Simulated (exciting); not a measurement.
# LuPd (Pm-3m) in exciting: equation of state, part 2 of 2

exciting (release sodium). The steps go on from the part before.

## 3. Equation of state, PBEsol, 19.12 Å³/atom (volume scaled by 0.96)

input.xml

```xml
<input>
  <title>LuPd</title>
  <structure speciespath="./" tshift="false">
    <crystal scale="1">
      <basevect>6.366195716840 0.000000000000 0.000000000000</basevect>
      <basevect>0.000000000000 6.366195716840 0.000000000000</basevect>
      <basevect>0.000000000000 0.000000000000 6.366195716840</basevect>
    </crystal>
    <species speciesfile="Lu.xml" rmt="2.3">
      <atom coord="0.000000000000 0.000000000000 0.000000000000"/>
    </species>
    <species speciesfile="Pd.xml" rmt="2.3">
      <atom coord="0.500000000000 0.500000000000 0.500000000000"/>
    </species>
  </structure>
  <groundstate do="fromscratch" ngridk="8 8 8" rgkmax="9" gmaxvr="14" lmaxapw="10" lmaxmat="10" lmaxvr="8" xctype="GGA_PBE_SOL" stype="Fermi Dirac" swidth="0.00183747" nempty="14" ValenceRelativity="iora*" epsengy="1e-05" epspot="1e-05" maxscl="60" outputlevel="normal"/>
</input>
```

Potentials or basis: all-electron LAPW+lo, shipped species files, valence relativity iora*.

Launch:

```bash
> OMP_NUM_THREADS=1 exciting_smp
```

INFO.OUT:

```text
================================================================================
EXCITING SODIUM started
[... 10 lines left out ...]

 Lattice vectors (cartesian) :
      6.3661957168      0.0000000000      0.0000000000
      0.0000000000      6.3661957168      0.0000000000
      0.0000000000      0.0000000000      6.3661957168

 Reciprocal lattice vectors (cartesian) :
      0.9869607512      0.0000000000      0.0000000000
      0.0000000000      0.9869607512      0.0000000000
      0.0000000000      0.0000000000      0.9869607512

 Unit cell volume                           :     258.0120314637
 Brillouin zone volume                      :       0.9613901028

 Species :    1 (Lu)
     parameters loaded from                 :    Lu.xml
     name                                   :    lutetium
     nuclear charge                         :     -71.00000000
     electronic charge                      :      71.00000000
     atomic mass                            :  318945.32950000
     muffin-tin radius                      :       2.30000000
     # of radial points in muffin-tin       :     450

     atomic positions (lattice) :
       1 :   0.00000000  0.00000000  0.00000000

 Species :    2 (Pd)
     parameters loaded from                 :    Pd.xml
     name                                   :    palladium
     nuclear charge                         :     -46.00000000
     electronic charge                      :      46.00000000
     atomic mass                            :  193991.79260000
     muffin-tin radius                      :       2.30000000
     # of radial points in muffin-tin       :     350

     atomic positions (lattice) :
       1 :   0.50000000  0.50000000  0.50000000

 Total number of atoms per unit cell        :       2

 Spin treatment                             :    spin-unpolarised

 Number of Bravais lattice symmetries       :      48
 Number of crystal symmetries               :      48

 k-point grid                               :       8    8    8
 Total number of k-points                   :      35
 k-point set is reduced with crystal symmetries

 R^MT_min * |G+k|_max (rgkmax)              :       9.00000000
 Species with R^MT_min                      :       1 (Lu)
 Maximum |G+k| for APW functions            :       3.91304348
 Maximum |G| for potential and density      :      14.00000000

 G-vector grid sizes                        :      30    30    30
 Total number of G-vectors                  :   11981

 Maximum angular momentum used for
     APW functions                          :      10
     computing H and O matrix elements      :      10
     potential and density                  :       8
     inner part of muffin-tin               :       2

 Total nuclear charge                       :    -117.00000000
 Total electronic charge                    :     117.00000000
 Total core charge                          :      74.00000000
 Total valence charge                       :      43.00000000

 Number of empty states                     :      14
 Total number of valence states             :      36

 Maximum Hamiltonian size                   :     313
 Maximum number of plane-waves              :     280
 Total number of local-orbitals             :      33

 Exchange-correlation type                  :      22
[... 23 lines left out ...]
+ SCF iteration number :    1                                                  +
++++++++++++++++++++++++++++++++++++++++++++++++++++++++++++++++++++++++++++++++
 Total energy                               :    -19585.76140296
 _______________________________________________________________
 Fermi energy                               :         0.41605306
 Kinetic energy                             :     21533.77567286
 Coulomb energy                             :    -40681.24115774
 Exchange energy                            :      -430.75703598
 Correlation energy                         :        -7.53888210

 DOS at Fermi energy (states/Ha/cell)       :        37.59781969

 Electron charges :
     core                                   :        74.00000000
     core leakage                           :         0.00002713
     valence                                :        43.00000000
     interstitial                           :         5.34850999
     charge in muffin-tin spheres :
                  atom     1    Lu          :        68.70570844
                  atom     2    Pd          :        42.94578157
     total charge in muffin-tins            :       111.65149001
     total charge                           :       117.00000000
[... 406 lines left out ...]
 Electron charges :
     core                                   :        74.00000000
     core leakage                           :         0.00002629
     valence                                :        43.00000000
     interstitial                           :         4.35824281
     charge in muffin-tin spheres :
                  atom     1    Lu          :        68.29809819
                  atom     2    Pd          :        44.34365899
     total charge in muffin-tins            :       112.64175719
     total charge                           :       117.00000000

 RMS change in effective potential (target) :  0.542767E-09  ( 0.100000E-04)
 Absolute change in total energy   (target) :  0.218242E-06  ( 0.100000E-04)
 Charge distance                   (target) :  0.990263E-10  ( 0.100000E-04)

++++++++++++++++++++++++++++++++++++++++++++++++++++++++++++++++++++++++++++++++
| Convergency criteria checked for the last 2 iterations                       +
| Convergence targets achieved. Performing final SCF iteration                 +
++++++++++++++++++++++++++++++++++++++++++++++++++++++++++++++++++++++++++++++++
 Total energy                               :    -19621.36927504
 _______________________________________________________________
 Fermi energy                               :         0.37757406
 Kinetic energy                             :     21515.66832858
 Coulomb energy                             :    -40697.47996697
 Exchange energy                            :      -432.01128597
 Correlation energy                         :        -7.54635069

 DOS at Fermi energy (states/Ha/cell)       :        43.24224983

 Electron charges :
     core                                   :        74.00000000
     core leakage                           :         0.00002629
     valence                                :        43.00000000
     interstitial                           :         4.35824281
     charge in muffin-tin spheres :
                  atom     1    Lu          :        68.29809819
                  atom     2    Pd          :        44.34365899
     total charge in muffin-tins            :       112.64175719
     total charge                           :       117.00000000

++++++++++++++++++++++++++++++++++++++++++++++++++++++++++++++++++++++++++++++++
[... 12 lines left out ...]
| EXCITING SODIUM stopped                                                      =
================================================================================
```

WARNINGS.OUT:

```text
Inversion symmetry is present. Consider using input%groundstate%solver%type = "inversionsymmetry"
```

It took 86 s on 1 thread of Arm Neoverse V1, shared host; peak memory 0.13 GiB.

Results:

```
Free energy                                       : -533924.6709 eV
Band gap on the k mesh                            : none (metal or under the smearing width)
All electrons inside the program's atomic spheres : Lu 68.30; Pd 44.34 (radii Lu 2.3, Pd 2.3 bohr)
```

Caveat: the log's total energy holds no entropy term; the free energy is that total less TS from the occupations.

## 4. Equation of state, PBEsol, 19.51 Å³/atom (volume scaled by 0.98)

Changes to input.xml since step 3:

```diff
@@ -4,5 +4,5 @@
     <crystal scale="1">
-      <basevect>6.366195716840 0.000000000000 0.000000000000</basevect>
-      <basevect>0.000000000000 6.366195716840 0.000000000000</basevect>
-      <basevect>0.000000000000 0.000000000000 6.366195716840</basevect>
+      <basevect>6.410101902370 0.000000000000 0.000000000000</basevect>
+      <basevect>0.000000000000 6.410101902370 0.000000000000</basevect>
+      <basevect>0.000000000000 0.000000000000 6.410101902370</basevect>
     </crystal>
```

Launch:

```bash
> OMP_NUM_THREADS=1 exciting_smp
```

Run time: 88 s. Hardware: 1 thread of Arm Neoverse V1, shared host; peak memory 0.13 GiB.

It converged, with:

| Property | Result |
| --- | --- |
| Free energy | -533924.6766 eV |
| Band gap on the k mesh | none (metal or under the smearing width) |
| All electrons inside the program's atomic spheres | Lu 68.28; Pd 44.33 (radii Lu 2.3, Pd 2.3 bohr) |

Caveat: the log's total energy holds no entropy term; the free energy is that total less TS from the occupations.

## 5. Equation of state, PBEsol, 19.91 Å³/atom

Changes to input.xml since step 4:

```diff
@@ -4,5 +4,5 @@
     <crystal scale="1">
-      <basevect>6.410101902370 0.000000000000 0.000000000000</basevect>
-      <basevect>0.000000000000 6.410101902370 0.000000000000</basevect>
-      <basevect>0.000000000000 0.000000000000 6.410101902370</basevect>
+      <basevect>6.453414715597 0.000000000000 0.000000000000</basevect>
+      <basevect>0.000000000000 6.453414715597 0.000000000000</basevect>
+      <basevect>0.000000000000 0.000000000000 6.453414715597</basevect>
     </crystal>
```

Launch:

```bash
> OMP_NUM_THREADS=1 exciting_smp
```

It took 84 s on 1 thread of Arm Neoverse V1, shared host; peak memory 0.14 GiB.

The run converged. Its results:

| Property | Result |
| --- | --- |
| Free energy | -533924.6700 eV |
| Band gap on the k mesh | none (metal or under the smearing width) |
| All electrons inside the program's atomic spheres | Lu 68.27; Pd 44.31 (radii Lu 2.3, Pd 2.3 bohr) |

Caveat: the log's total energy holds no entropy term; the free energy is that total less TS from the occupations.

## 6. Equation of state, PBEsol, 20.31 Å³/atom (volume scaled by 1.02)

Changes to input.xml since step 5:

```diff
@@ -4,5 +4,5 @@
     <crystal scale="1">
-      <basevect>6.453414715597 0.000000000000 0.000000000000</basevect>
-      <basevect>0.000000000000 6.453414715597 0.000000000000</basevect>
-      <basevect>0.000000000000 0.000000000000 6.453414715597</basevect>
+      <basevect>6.496153806839 0.000000000000 0.000000000000</basevect>
+      <basevect>0.000000000000 6.496153806839 0.000000000000</basevect>
+      <basevect>0.000000000000 0.000000000000 6.496153806839</basevect>
     </crystal>
```

Potentials or basis: all-electron LAPW+lo, shipped species files, valence relativity iora*.

Launch:

```bash
> OMP_NUM_THREADS=1 exciting_smp
```

Wall time 86 s (1 thread of Arm Neoverse V1, shared host); peak memory 0.14 GiB.

Results (log left out):

| Property | Result |
| --- | --- |
| Free energy | -533924.6550 eV |
| Band gap on the k mesh | none (metal or under the smearing width) |
| All electrons inside the program's atomic spheres | Lu 68.25; Pd 44.30 (radii Lu 2.3, Pd 2.3 bohr) |

Caveat: the log's total energy holds no entropy term; the free energy is that total less TS from the occupations.

## 7. Equation of state, PBEsol, 20.71 Å³/atom (volume scaled by 1.04)

Changes to input.xml since step 6:

```diff
@@ -4,5 +4,5 @@
     <crystal scale="1">
-      <basevect>6.496153806839 0.000000000000 0.000000000000</basevect>
-      <basevect>0.000000000000 6.496153806839 0.000000000000</basevect>
-      <basevect>0.000000000000 0.000000000000 6.496153806839</basevect>
+      <basevect>6.538337805772 0.000000000000 0.000000000000</basevect>
+      <basevect>0.000000000000 6.538337805772 0.000000000000</basevect>
+      <basevect>0.000000000000 0.000000000000 6.538337805772</basevect>
     </crystal>
```

Launch:

```bash
> OMP_NUM_THREADS=1 exciting_smp
```

Wall time 89 s (1 thread of Arm Neoverse V1, shared host); peak memory 0.14 GiB.

It converged, with:

```
Free energy                                       : -533924.6299 eV
Band gap on the k mesh                            : none (metal or under the smearing width)
All electrons inside the program's atomic spheres : Lu 68.24; Pd 44.29 (radii Lu 2.3, Pd 2.3 bohr)
```

Caveat: the log's total energy holds no entropy term; the free energy is that total less TS from the occupations.

## 8. Equation of state, PBEsol, 21.11 Å³/atom (volume scaled by 1.06)

Changes to input.xml since step 7:

```diff
@@ -4,5 +4,5 @@
     <crystal scale="1">
-      <basevect>6.538337805772 0.000000000000 0.000000000000</basevect>
-      <basevect>0.000000000000 6.538337805772 0.000000000000</basevect>
-      <basevect>0.000000000000 0.000000000000 6.538337805772</basevect>
+      <basevect>6.579984392484 0.000000000000 0.000000000000</basevect>
+      <basevect>0.000000000000 6.579984392484 0.000000000000</basevect>
+      <basevect>0.000000000000 0.000000000000 6.579984392484</basevect>
     </crystal>
```

Launch:

```bash
> OMP_NUM_THREADS=1 exciting_smp
```

It took 91 s on 1 thread of Arm Neoverse V1, shared host; peak memory 0.14 GiB.

It converged, with:

| Item | Value |
| --- | --- |
| Free energy | -533924.5973 eV |
| Band gap on the k mesh | none (metal or under the smearing width) |
| All electrons inside the program's atomic spheres | Lu 68.22; Pd 44.28 (radii Lu 2.3, Pd 2.3 bohr) |

Caveat: the log's total energy holds no entropy term; the free energy is that total less TS from the occupations.

## 9. Equation of state, PBEsol

Potentials or basis: all-electron LAPW+lo, shipped species files, valence relativity iora*.

This step only gathers the single runs of the series.

Results:

| Property | Result |
| --- | --- |
| Equilibrium volume | 19.50 Å³/atom |
| Bulk modulus | 112 GPa |
| Pressure derivative of the bulk modulus | 5.0 (rough: it moves with the points fitted) |

Energy against volume, from the lowest point:
```csv
volume (Å³/atom),energy (meV/atom)
18.718,12.07
19.117,2.87
19.515,0.00
19.913,3.34
20.312,10.79
20.710,23.39
21.108,39.67
```
